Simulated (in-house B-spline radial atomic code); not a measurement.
# Ti: ionisation energy by several methods

One table from this session's results is given with a row withheld; the runs are named, their logs left out.

Method: Dirac-Coulomb, several functionals; spherical all-electron atom at the radial basis limit. Code: in-house B-spline radial atomic code version 1.

## What is computed

* element: titanium (Z = 22)
* charge: 0
* electrons: 22
* configuration: [Ar] 3d2 4s2
* nucleus: Fermi, rms radius 3.592 fm

Outer shells as boxes (Hund's rule):

[Ar] 3d2 4s2
```
[Ar] core
3d [↑ ][↑ ][  ][  ][  ]
4s [↑↓]
```

The boxes only draw the filling; these runs are spin-restricted and spherical.

The first run:

Settings, as recorded:

```ini
Z = 22
electrons = 22.0
configuration = [Ar] 3d2 4s2
hamiltonian = dirac
method = lda,vwn
spin_polarised = False
nucleus = fermi
rms_radius = 3.5921
mass_number = 48
atomic_mass = 47.947940677
speed_of_light = 137.035999084
```

Steps of the session up to this table: LDA (VWN5); AM05, a GGA; OLYP, a GGA; LDA (PW92); BP86, a GGA; PW91, a GGA.

One of the session's tables, all rows but one given; the rest of the session is left out.

| method | ΔSCF (eV) | with Breit, QED, recoil (eV) |
| --- | --- | --- |
| LDA (VWN5) | 7.528 | 7.524 |
| LDA (PW92) | 7.529 | 7.525 |
| AM05 | 7.295 | 7.291 |
| OLYP | 6.994 | 6.990 |
| BP86 | ? | ? |
| PW91 | 7.393 | 7.389 |

Estimate the missing values for BP86.

**Answer.** ΔSCF (eV): 7.519; with Breit, QED, recoil (eV): 7.516. In the column «ΔSCF (eV)» it lies between PW91 (7.393) and LDA (VWN5) (7.528).

Members of this set that are not shown: 4 used exact exchange with fractional occupations of an open shell, which is unsound here.
